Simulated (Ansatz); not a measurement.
# C5H11F2Ga: the cost of one run

Computed with Ansatz 0.2.0, Gaussian basis. Level: the settings change from run to run.

## Step 1: The geometry

The structure was relaxed beforehand with PBE0-D4 in a triple-zeta def2 set.

SMILES `CC(C)(C)[CH2][Ga]([F])[F]`, 19 atoms, charge 0, spin multiplicity 1.

Atoms are counted from 1 here; the program's logs count them from 0.

Bond lengths: C1–C2 1.529 Å, C1–H9 1.093 Å, C1–H10 1.093 Å, C1–H11 1.093 Å, C2–C3 1.526 Å, C2–C4 1.526 Å, C2–C5 1.532 Å, C3–H12 1.095 Å, C3–H13 1.094 Å, C3–H14 1.093 Å, C4–H15 1.094 Å, C4–H16 1.094 Å, C4–H17 1.093 Å, C5–Ga6 1.949 Å, C5–H18 1.095 Å, C5–H19 1.095 Å, Ga6–F7 1.750 Å, Ga6–F8 1.753 Å. Angles: C2–C1–H9 110.8°, C2–C1–H10 111.1°, C2–C1–H11 111.1°, H9–C1–H10 107.9°, H9–C1–H11 107.9°, H10–C1–H11 108.0°, C1–C2–C3 109.4°, C1–C2–C4 109.4°, C1–C2–C5 108.3°, C3–C2–C4 109.6°, C3–C2–C5 110.0°, C4–C2–C5 110.1°, C2–C3–H12 111.3°, C2–C3–H13 111.1°, C2–C3–H14 110.8°, H12–C3–H13 108.5°, H12–C3–H14 107.3°, H13–C3–H14 107.7° and more.

## Step 2: HSE06/cc-pVDZ

Set apart from the defaults: D4 dispersion.

in.yaml reads:

```yaml
crystal:
  periodic: [false, false, false]
  atoms:
    - {symbol: C, position_ang: [-0.826037, -1.731906, 0.235876]}
    - {symbol: C, position_ang: [-0.102917, -0.385691, 0.193043]}
    - {symbol: C, position_ang: [1.404675, -0.618242, 0.239331]}
    - {symbol: C, position_ang: [-0.528352, 0.456645, 1.392419]}
    - {symbol: C, position_ang: [-0.483621, 0.324628, -1.109387]}
    - {symbol: Ga, position_ang: [0.345228, 2.068731, -1.373725]}
    - {symbol: F, position_ang: [0.115114, 3.056993, -2.799143]}
    - {symbol: F, position_ang: [1.417108, 2.889416, -0.255073]}
    - {symbol: H, position_ang: [-0.582210, -2.273864, 1.153566]}
    - {symbol: H, position_ang: [-1.910512, -1.596930, 0.203313]}
    - {symbol: H, position_ang: [-0.539049, -2.360001, -0.611803]}
    - {symbol: H, position_ang: [1.953548, 0.328734, 0.256528]}
    - {symbol: H, position_ang: [1.740696, -1.197558, -0.625628]}
    - {symbol: H, position_ang: [1.684049, -1.172271, 1.139016]}
    - {symbol: H, position_ang: [0.002460, 1.413480, 1.416058]}
    - {symbol: H, position_ang: [-1.603423, 0.657616, 1.370852]}
    - {symbol: H, position_ang: [-0.306386, -0.062677, 2.328107]}
    - {symbol: H, position_ang: [-0.214495, -0.280028, -1.982210]}
    - {symbol: H, position_ang: [-1.565848, 0.482926, -1.171132]}
basis:
  gaussian: {orbitals: cc-pVDZ}
hamiltonian: {xc: {name: HSE06}, dispersion: d4}
output: {forces: true}
```

Started as:

```sh
$ ansatz run in.yaml --threads 4 --pin off --events-out ev --progress --plain --max-ram 66560MiB --backend cpu
```

Q: Estimate wall time and peak memory on 4 threads of AMD EPYC 7R13, shared host.

About 6 s, with a peak of 0.69 GiB.
